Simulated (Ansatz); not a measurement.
# Cd2S (P3m1) in Ansatz: notebook

Runs on Cd2S. Level: HSE06 form with a typed share of exact exchange. Tasks: single point.

Program: Ansatz 0.2.0. These are calculated values, not measurements. Logs are shortened: lines on timing, memory, paths and dates and some standing lists are left out, and cuts for length are marked.

## (1) Starting point

Symmetry: P3m1, No. 156, trigonal system. Conventional cell: a = 3.963 Å, b = 3.963 Å, c = 5.809 Å, α = 90.00°, β = 90.00°, γ = 120.00°. Around Cd (site symmetry 3m) lie 1 S at 2.52 Å. Cd (site symmetry 3m) has 3 S at 2.60 Å as nearest neighbours. S (site symmetry 3m) has 4 Cd at 2.52 to 2.60 Å as nearest neighbours.

The cell comes from a database or a generator and needn't be the stable form of this composition.

## (2) Single point, HSE06 form with a typed share of exact exchange

input.yaml

```yaml
crystal:
  lattice:
    - [3.962670049, 0.0, 0.0]
    - [-1.9813350245, 3.4317729293, 0.0]
    - [0.0, 0.0, 5.809192]
  atoms:
    - { symbol: Cd, position: [0.3333333333, 0.6666666667, 0.932717] }
    - { symbol: Cd, position: [0.6666666667, 0.3333333333, 0.578735] }
    - { symbol: S, position: [0.3333333333, 0.6666666667, 0.365705] }
hamiltonian:
  xc: { exchange: pbe, correlation: pbe, exx: { coeff: 0.05, omega: 0.2 } }
  pseudopotentials: { kind: paw }
kpoints:
  mp_grid: { grid: [4, 4, 3] }
scf:
  occupations: { method: fermi_dirac, width: 0.05 }
output:
  forces: true
  stress: true
  eigenvalues: true
  write_density: true
  write_potential: true
  elf: true
  volumetric_format: npy
```

Potentials or basis: Ansatz PAW.

Run with:

```bash
> ansatz run input.yaml --threads 2 --pin off --max-ram 5632MiB --backend cpu --events-out ev --progress --plain --runs-dir out
```

The program printed:

```text
Warning: output.stress: scf.convergence.dr2_threshold = 1e-7 eV (the SCF's general default) is looser than the 3e-10 eV advised for a printed stress (1e-10 eV for each atom of the cell: 3). What an SCF threshold leaves in a stress goes as its square root, and in the free energy as the threshold itself, and one threshold admits the most on a small cell: of the crystals measured, under no hybrid functional and no lock of the moments, on runs that ended without the residual-converged pass, on stresses that held no estimate of that error, the worst erred by over 100 MPa in a component at 1e-7 eV an atom and by under 5 at 1e-10. Set scf.convergence.dr2_threshold to 3e-10 eV or tighter. The threshold is an SCF's pass mark: one that does not reach it within its budget of iterations ends unconverged, or closes short of it on a stop that the run arms, and scf.convergence.dr2_threshold's page says what that costs each kind of run
Warning: output.stress: scf.exx.energy_threshold = 1e-6 eV is looser than the 3e-8 eV advised for a stress under a hybrid functional (1e-8 eV for each atom of the cell: 3). Every SCF of the exchange loop can meet its threshold on dr2 while the loop round them stops early: no threshold on dr2 bounds what that leaves in the stress. Set scf.exx.energy_threshold to 3e-8 eV or tighter. The threshold is the loop's pass mark: a loop that does not reach it within its budget of cycles ends unconverged, and scf.exx.energy_threshold's page has the law
Warning: RAYON_NUM_THREADS=2 ignored (pool sized by the plan → 2); use --threads N
Engine: ansatz 0.2.0, x86_64-unknown-linux-gnu
Pseudopotentials: kind: paw
Pseudopotential: Cd, paw, valence charge 20, recommended cutoff 420 eV (normal), Cd.paw.azcp
Pseudopotential: S, paw, valence charge 6, recommended cutoff 420 eV (normal), S.paw.azcp
Functional definition: unnamed
  parameter a_1 = 0.05
  parameter omega_1 = 0.2/angstrom
  exchange = pbe_x + (-a_1)*pbe_x_sr(omega_1) + a_1*exact_x_sr(omega_1)
  correlation = pbe_c
Crystal: 3 atoms, lattice volume = 78.999 Å³
Basis set: ecut = 420 eV, 1555 PW (Γ), exchange–correlation on 54×54×80 points (8 copies of the dense FFT grid, shifted against one another)
Bands: 28, of which v1, the nominal top of the filled ones, is band 23 counted from 1 (22 counted from 0)
Symmetry: 6 space group operations
Space group: P3m1 (ITA 156), of the structure as read, at distance tolerance 4.3e-5 Å
k-points: 9 of 48 (time reversal used)
Non-local potential: Cd, projectors of the file, l = 0: 3, l = 1: 2, l = 2: 2, l = 3: 1
Non-local potential: S, projectors of the file, l = 0: 2, l = 1: 2, l = 2: 2
PAW form: soft (Blöchl's): semilocal exchange-correlation on the pseudo side does not see the compensation charge
PAW frozen core: Cd, regenerated for the run's functional, and the local potential with it (the file was generated under x = pbe(κ = 0.804, μ = 0.2195149727645171), c = pbe(β = 0.06672455060314922))
PAW frozen core: S, regenerated for the run's functional, and the local potential with it (the file was generated under x = pbe(κ = 0.804, μ = 0.2195149727645171), c = pbe(β = 0.06672455060314922))
PAW one-centre angular grid: Cd, 590 points (default); XC on 64 Gauss nodes
PAW one-centre angular grid: S, 110 points (default); XC on 64 Gauss nodes
Initial density: superposition of atomic densities (neutral atoms: chi_scale 0, normalization atom), corrected by the library's trained network
Initial wavefunctions: pseudopotential atomic-orbital guess
Functional: x = pbe(κ = 0.804, μ = 0.2195149727645171), c = pbe(β = 0.06672455060314922), warm-up for x = pbe(κ = 0.804, μ = 0.2195149727645171) + 0.05 (exact − pbe) at short range (hse, ω = 0.2 Å⁻¹), c = pbe(β = 0.06672455060314922)
SCF iter   1: F=—  HF=-17411.650465 eV  |F-HF|=—  |Δ(HF+E_count)|=         —  Δρ=2.29e-3  dr2=1.27e-2  ethr=1.77e-3  ⟨swp⟩=9.9  Hψ=1121  notcnv=0
preconditioner: auto → none  [insulator: Δε(μ)=0.945 eV  Ē_g=11.462 eV  σ=0.050 eV  W_gap=1.00  n_scr=22 (ndim 8)  ℏωp=22.9 eV  f_vac=0.097  D(μ)=0.00/eV (n_scr^D=0)]
[... 27 lines left out ...]
SCF 3 converged in 3 iterations: F = -17413.214395 eV  dr2 = 3.05e-10
  Residual-converged pass: ⟨swp⟩=3.2  Hψ=621  notcnv=0  max |occ|·‖R‖ = 4.8e-7 eV (tolerance 5.4e-7 eV)  dr2=3.80e-10  dr2_onsite=3.19e-11  max |Δocc| = 2.6e-15
hybrid outer 2: dexx = +8.884e-10 eV, tail = 6.57e-10 eV, Δε = 2.51e-4 eV (about 1.76e-5 eV left of the loop's levels), ΔF = 2.25e-3 eV/Å (tail 7.80e-4)
hybrid SCF converged: 2 outer / 9 inner (+4 warm-up), last move |dexx| = 8.88e-10 eV, tail = 6.57e-10 eV
Stability not checked: this state was not tested for a lower state beside it, because the functional holds exact exchange (a hybrid, or Hartree-Fock), whose exchange loop this test does not read (fock_operator; see scf.lower_state_search)
Free energy (F): -17413.214395 eV
Frozen-core exchange: fock
Harris-Foulkes:  -17413.214395 eV  (|F-HF|=2.11e-10)
Internal energy: -17413.214377 eV  (E = F + TS)
E sigma→0 (E₀):  -17413.214386 eV
Entropy (-TS):   -0.000018 eV (-0.006 meV/atom)
Fermi energy:    8.209615 eV
--- Per-component energies (eV) ---
  E_band       = -1024.079354
  E_kinetic    = 1115.177310
  E_local      = -7782.733227  (includes V_loc(G=0)·N_el)
  E_nonlocal   = 94.757771
  E_hartree    = 3594.378462
  E_xc         = -431.408894
  E_vxc        = -507.339806  (∫ρ·V_xc dr)
  E_exx        = -37.500285  (= α·E_x^exact, valence–valence)
  E_paw        = -8748.884067  (= ΣΔE_a)
  E_vpaw       = -1057.698064  (= ΣTr[D̂ρ^β])
  E_aug_tail   = 0.000028  (compensation charges beyond the density's cutoff)
  E_ewald      = -5216.737776
  E_core_change = -0.263701  (= ΣΔE_core)
  E_smearing   = -0.000018  (= −TS)
  E_closure    = 0.000001  (closes the sum)
  Σ components = -17413.214395   (vs F -17413.214395, Δ=0.00e0)
--- Forces (eV/Å), atoms counted from 1 ---
  atom   1  Cd     0.00000000     0.00000000     0.07342884
  atom   2  Cd     0.00000000     0.00000000    -0.09211472
  atom   3  S      0.00000000    -0.00000000     0.01867556
  max |Σ_I F_I| component: 1.03e-5 eV/Å
--- Stress (GPa, compression-positive) ---
       -0.546290       0.000000       0.000000
        0.000000      -0.546290       0.000000
        0.000000       0.000000      -0.601337
  P = ⅓ Tr σ = -0.5646 GPa (-5.646 kbar)
--- Band table (eV; the first three rows and the last of 9) ---
  k-point 0: bands = ["-95.3255", "-95.0321", "-56.1258", "-56.1258", "-56.0866", "-55.8244", "-55.8211", "-55.8211", "-4.9187", "-0.6614", "-0.6614", "-0.5628", "-0.5628", "-0.4884", "-0.2827", "-0.2789", "-0.2789", "0.0823", "0.0823", "3.4833", "4.2664", "7.2542", "7.2542", "11.4031", "13.2232", "15.0179", "15.0179", "16.5092"]
  k-point 1: bands = ["-95.3255", "-95.0321", "-56.1258", "-56.1258", "-56.0866", "-55.8244", "-55.8211", "-55.8211", "-4.8305", "-0.8152", "-0.6681", "-0.6681", "-0.5975", "-0.5975", "-0.2314", "-0.2314", "-0.0708", "0.0751", "0.0751", "2.1821", "6.7586", "7.3128", "7.3128", "10.1849", "13.0243", "14.7095", "14.7095", "16.1624"]
  k-point 2: bands = ["-95.3255", "-95.0320", "-56.1262", "-56.1259", "-56.0865", "-55.8244", "-55.8214", "-55.8211", "-4.7391", "-0.6722", "-0.6601", "-0.5610", "-0.4512", "-0.4151", "-0.2487", "-0.2288", "-0.1833", "-0.0128", "0.0948", "3.8749", "4.8197", "5.7987", "6.7957", "11.4997", "12.4522", "13.3454", "14.5374", "15.1523"]
  k-point 8: bands = ["-95.3255", "-95.0320", "-56.1265", "-56.1262", "-56.0865", "-55.8244", "-55.8216", "-55.8213", "-4.4830", "-0.7554", "-0.6794", "-0.5602", "-0.5158", "-0.3782", "-0.2429", "-0.1866", "-0.0746", "0.0068", "0.2622", "3.8547", "4.5937", "5.7602", "7.6941", "9.6858", "10.4373", "12.9754", "14.1195", "15.1101"]
```

rho_z.tsv:

```text
# z_ang	rho[e/angstrom^3]
# format = ansatz-planar-average/11
# lattice	3.962670049	0.000000000	0.000000000
# lattice	-1.981335025	3.431772929	0.000000000
# lattice	0.000000000	0.000000000	5.809192000
# sites	3
# site	48	0.000000000	2.287848620	5.418332135
# site	48	1.981335025	1.143924310	3.361982732
# site	16	0.000000000	2.287848620	2.124450560
0.000000	8.376419e-1
0.145230	5.035903e-1
0.290460	2.759875e-1
0.435689	1.551992e-1
0.580919	1.028830e-1
0.726149	8.429312e-2
[... 32 lines left out ...]
5.518732	1.474512e0
5.663962	1.205094e0
```

Run time: 14 s. Hardware: 2 threads of AMD EPYC 7R43 (Zen 3), shared host; peak memory 0.96 GiB.

Results:

| Item | Value |
| --- | --- |
| Free energy | -17413.2144 eV |
| Pressure | -0.6 GPa |
| Largest force | 0.092 eV/Å |
| Band gap on the k mesh | 0.96 eV, indirect (least direct gap 1.55 eV) |

Forces on the atoms (eV/Å):
```
Cd   0.000  0.000  0.073
Cd   0.000  0.000 -0.092
S    0.000  0.000  0.019
```

Levels at points of the mesh, in eV from the valence-band top:
| k point | band 19 | band 20 | band 21 | band 22 | band 23 | band 24 | band 25 | band 26 | band 27 | band 28 |
| --- | --- | --- | --- | --- | --- | --- | --- | --- | --- | --- |
| (0.00, 0.00, 0.00) | -7.61 | -4.21 | -3.43 | -0.44 | -0.44 | 3.71 | 5.53 | 7.32 | 7.32 | 8.82 |
| (0.00, -0.50, 0.00) | -7.44 | -4.21 | -2.73 | -1.32 | -0.87 | 0.96 | 3.66 | 5.22 | 6.31 | 7.94 |

Caveat: the k mesh is coarse (spacing up to 0.46 Å⁻¹), so the values aren't converged, least of all with exact exchange; odd divisions of the mesh miss points on the zone boundary, where band edges often lie, so the gap on the mesh can be too wide; the PAW data sets come from PBE, with cores solved anew for the run's functional, which leaves a small shift of forces and pressure; the thresholds are loose for stress. A k mesh can miss the band edges.

## (3) Single point, HSE06 form with a typed share of exact exchange

Edit input.yaml of step 2 so:

```diff
@@ -10,3 +10,3 @@
 hamiltonian:
-  xc: { exchange: pbe, correlation: pbe, exx: { coeff: 0.05, omega: 0.2 } }
+  xc: { exchange: pbe, correlation: pbe, exx: { coeff: 0.1, omega: 0.2 } }
   pseudopotentials: { kind: paw }
@@ -20,5 +20 @@
   eigenvalues: true
-  write_density: true
-  write_potential: true
-  elf: true
-  volumetric_format: npy
```

Potentials or basis: Ansatz PAW.

Run with:

```bash
> ansatz run input.yaml --threads 2 --pin off --max-ram 5632MiB --backend cpu --events-out ev --progress --plain --runs-dir out
```

It took 16 s on 2 threads of AMD EPYC 7R43 (Zen 3), shared host; peak memory 0.95 GiB.

Results (log left out):

```yaml
Free_energy: -17414.7902 eV
Pressure: -0.8 GPa
Largest_force: 0.130 eV/Å
Band_gap_on_the_k_mesh: 1.00 eV, indirect (least direct gap 1.61 eV)
```

Forces on the atoms (eV/Å):
```
Cd   0.000  0.000  0.101
Cd   0.000  0.000 -0.130
S    0.000  0.000  0.029
```

Levels at points of the mesh, in eV from the valence-band top:
```csv
k point,band 20,band 21,band 22,band 23,band 24,band 25,band 26,band 27
"(0.00, 0.00, 0.00)",-4.31,-3.52,-0.51,-0.51,3.87,5.68,7.50,7.50
"(0.00, -0.50, 0.00)",-4.33,-2.83,-1.40,-0.85,1.00,3.80,5.35,6.47
```

Caveat: the k mesh is coarse (spacing up to 0.46 Å⁻¹), so the values aren't converged, least of all with exact exchange; odd divisions of the mesh miss points on the zone boundary, where band edges often lie, so the gap on the mesh can be too wide; the PAW data sets come from PBE, with cores solved anew for the run's functional, which leaves a small shift of forces and pressure; the thresholds are loose for stress. A k mesh can miss the band edges.

## (4) Single point, HSE06 form with a typed share of exact exchange

Edit input.yaml of step 3 so:

```diff
@@ -10,3 +10,3 @@
 hamiltonian:
-  xc: { exchange: pbe, correlation: pbe, exx: { coeff: 0.1, omega: 0.2 } }
+  xc: { exchange: pbe, correlation: pbe, exx: { coeff: 0.15, omega: 0.2 } }
   pseudopotentials: { kind: paw }
```

Potentials or basis: Ansatz PAW.

Run with:

```bash
> ansatz run input.yaml --threads 2 --pin off --max-ram 5632MiB --backend cpu --events-out ev --progress --plain --runs-dir out
```

The program printed:

```text
Warning: output.stress: scf.convergence.dr2_threshold = 1e-7 eV (the SCF's general default) is looser than the 3e-10 eV advised for a printed stress (1e-10 eV for each atom of the cell: 3). What an SCF threshold leaves in a stress goes as its square root, and in the free energy as the threshold itself, and one threshold admits the most on a small cell: of the crystals measured, under no hybrid functional and no lock of the moments, on runs that ended without the residual-converged pass, on stresses that held no estimate of that error, the worst erred by over 100 MPa in a component at 1e-7 eV an atom and by under 5 at 1e-10. Set scf.convergence.dr2_threshold to 3e-10 eV or tighter. The threshold is an SCF's pass mark: one that does not reach it within its budget of iterations ends unconverged, or closes short of it on a stop that the run arms, and scf.convergence.dr2_threshold's page says what that costs each kind of run
Warning: output.stress: scf.exx.energy_threshold = 1e-6 eV is looser than the 3e-8 eV advised for a stress under a hybrid functional (1e-8 eV for each atom of the cell: 3). Every SCF of the exchange loop can meet its threshold on dr2 while the loop round them stops early: no threshold on dr2 bounds what that leaves in the stress. Set scf.exx.energy_threshold to 3e-8 eV or tighter. The threshold is the loop's pass mark: a loop that does not reach it within its budget of cycles ends unconverged, and scf.exx.energy_threshold's page has the law
[... 101 lines left out ...]
  k-point 2: bands = ["-97.6236", "-97.3000", "-57.8845", "-57.8841", "-57.8436", "-57.5517", "-57.5512", "-57.5511", "-5.4582", "-1.4157", "-1.4026", "-1.3019", "-1.1936", "-1.1538", "-0.9792", "-0.9443", "-0.9015", "-0.7262", "-0.6247", "3.5653", "4.5576", "5.5367", "6.5313", "11.6720", "12.6373", "13.5121", "14.7681", "15.4011"]
  k-point 8: bands = ["-97.6235", "-97.3000", "-57.8847", "-57.8844", "-57.8436", "-57.5517", "-57.5514", "-57.5512", "-5.1944", "-1.4897", "-1.4208", "-1.3040", "-1.2606", "-1.1255", "-0.9656", "-0.9055", "-0.7941", "-0.7124", "-0.4425", "3.5318", "4.2875", "5.4632", "7.5849", "9.7844", "10.5076", "13.1861", "14.3427", "15.3376"]
```

Wall time 17 s (2 threads of AMD EPYC 7R43 (Zen 3), shared host); peak memory 0.96 GiB.

What came out:

```yaml
Free_energy: -17416.3750 eV
Pressure: -1.0 GPa
Largest_force: 0.168 eV/Å
Band_gap_on_the_k_mesh: 1.04 eV, indirect (least direct gap 1.68 eV)
```

Forces in eV/Å, atoms in the order of the input:
```
Cd   0.000  0.000  0.129
Cd   0.000  0.000 -0.168
S    0.000  0.000  0.039
```

Caveat: the k mesh is coarse (spacing up to 0.46 Å⁻¹), so the values aren't converged, least of all with exact exchange; odd divisions of the mesh miss points on the zone boundary, where band edges often lie, so the gap on the mesh can be too wide; the PAW data sets come from PBE, with cores solved anew for the run's functional, which leaves a small shift of forces and pressure; the thresholds are loose for stress. A k mesh can miss the band edges.

## (5) Single point, HSE06 form with a typed share of exact exchange

Edit input.yaml of step 4 so:

```diff
@@ -10,3 +10,3 @@
 hamiltonian:
-  xc: { exchange: pbe, correlation: pbe, exx: { coeff: 0.15, omega: 0.2 } }
+  xc: { exchange: pbe, correlation: pbe, exx: { coeff: 0.2, omega: 0.2 } }
   pseudopotentials: { kind: paw }
```

Run with:

```bash
> ansatz run input.yaml --threads 2 --pin off --max-ram 5632MiB --backend cpu --events-out ev --progress --plain --runs-dir out
```

It took 16 s on 2 threads of AMD EPYC 7R43 (Zen 3), shared host; peak memory 0.93 GiB.

It converged, with:

| Property | Result |
| --- | --- |
| Free energy | -17417.9686 eV |
| Pressure | -1.2 GPa |
| Largest force | 0.206 eV/Å |
| Band gap on the k mesh | 1.08 eV, indirect (least direct gap 1.75 eV) |

Forces in eV/Å, atoms in the order of the input:
```
Cd   0.000  0.000  0.157
Cd   0.000  0.000 -0.206
S    0.000  0.000  0.049
```

Levels at points of the mesh, in eV from the valence-band top:
```csv
k point,band 21,band 22,band 23,band 24,band 25,band 26
"(0.00, 0.00, 0.00)",-3.70,-0.65,-0.65,4.19,5.98,7.85
"(0.00, -0.50, 0.00)",-3.01,-1.57,-0.79,1.08,4.07,5.62
```

Caveat: the k mesh is coarse (spacing up to 0.46 Å⁻¹), so the values aren't converged, least of all with exact exchange; odd divisions of the mesh miss points on the zone boundary, where band edges often lie, so the gap on the mesh can be too wide; the PAW data sets come from PBE, with cores solved anew for the run's functional, which leaves a small shift of forces and pressure; the thresholds are loose for stress.

## (6) Overview

```tsv
share of exact exchange	gap on the mesh (eV)	pressure (GPa)	largest force (eV/Å)
0.05	0.96	-0.6	0.09
0.1	1.00	-0.8	0.13
0.15	1.04	-1.0	0.17
0.2	1.08	-1.2	0.21
```

Alike in all rows: task single point; level HSE06 form with a typed share of exact exchange; potentials or basis Ansatz PAW; no spin polarisation; cell as given; k mesh 4 × 4 × 3; cutoff (eV) 420; smearing fermi-dirac 0.05 eV; the mesh is coarse, so values aren't converged.

Caveats: all runs use coarse meshes; odd divisions of the mesh miss points on the zone boundary, where band edges often lie, so the gap on the mesh can be too wide; the PAW data sets come from PBE, with cores solved anew for the run's functional, which leaves a small shift of forces and pressure; the thresholds are loose for stress.

Total energies depend on the potentials used, so only differences within one code and one set of settings carry meaning.
